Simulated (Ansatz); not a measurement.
What does this script print? It uses Ansatz 0.2.0, Python API.

Script `c2hfo2_bde.py`:
```python
"""X-H bond energies of C2HFO2 without relaxation."""

import logging
import sys

import ansatz

logging.basicConfig(stream=sys.stdout, format="%(levelname)s %(message)s")
log = logging.getLogger("run")
log.setLevel(logging.INFO)

params = {
    "basis": "cc-pVDZ",
    "xc": "pbe0",
    "vdw": "d4",
}


def total_energy(molecule, charge=0, unpaired=0):
    calc = (
        molecule.calculation()
        .basis(gaussian=params["basis"])
        .functional(params["xc"], dispersion=params["vdw"])
    )
    if charge:
        calc = calc.charge(charge)
    if unpaired:
        calc = calc.spin("collinear", total=unpaired)
    return calc.run(threads=1, pin="off").report["free_energy_ev"]

def without(molecule, index):
    rest = ansatz.Crystal.molecule()
    for i, site in enumerate(molecule.cartesian_sites):
        if i != index:
            rest = rest.atom(site.symbol, site.position_ang)
    return rest

geometry_ang = [
    ("O", (-0.3677, 0.8916, 0.9423)),
    ("C", (0.5515, 0.5958, 0.0245)),
    ("C", (0.3317, -0.255, -0.9984)),
    ("F", (-0.7731, -0.8019, -1.184)),
    ("O", (1.1926, -0.6236, 0.0297)),
    ("H", (-0.8929, 0.129, 1.1397)),
]
c2hfo2 = ansatz.Crystal.molecule()
for symbol, xyz in geometry_ang:
    c2hfo2 = c2hfo2.atom(symbol, xyz)

whole = total_energy(c2hfo2, 0)
hydrogen = total_energy(ansatz.Crystal.molecule().atom("H", (0, 0, 0)), 0, 1)
log.info(f"E(molecule) = {whole:.5f} eV, E(H) = {hydrogen:.5f} eV")
for index in [5]:
    radical = total_energy(without(c2hfo2, index), 0, 1)
    log.info(f"H{index}: homolysis {23.060548 * (radical + hydrogen - whole):.1f} kcal/mol")
```

`python c2hfo2_bde.py` gives:
```text
INFO E(molecule) = -8885.67625 eV, E(H) = -13.61358 eV
INFO H5: homolysis 45.4 kcal/mol
```

Total energies depend on the basis set; only differences at equal settings carry meaning. The geometry is a force-field or estimated start, not a minimum of this method, and the basis set is short of its limit. All parts are taken at fixed geometry, without zero-point energy. Finished in 7.3 s on 1 thread of Arm Neoverse V2, with other jobs on the host, peak memory 0.22 GiB.
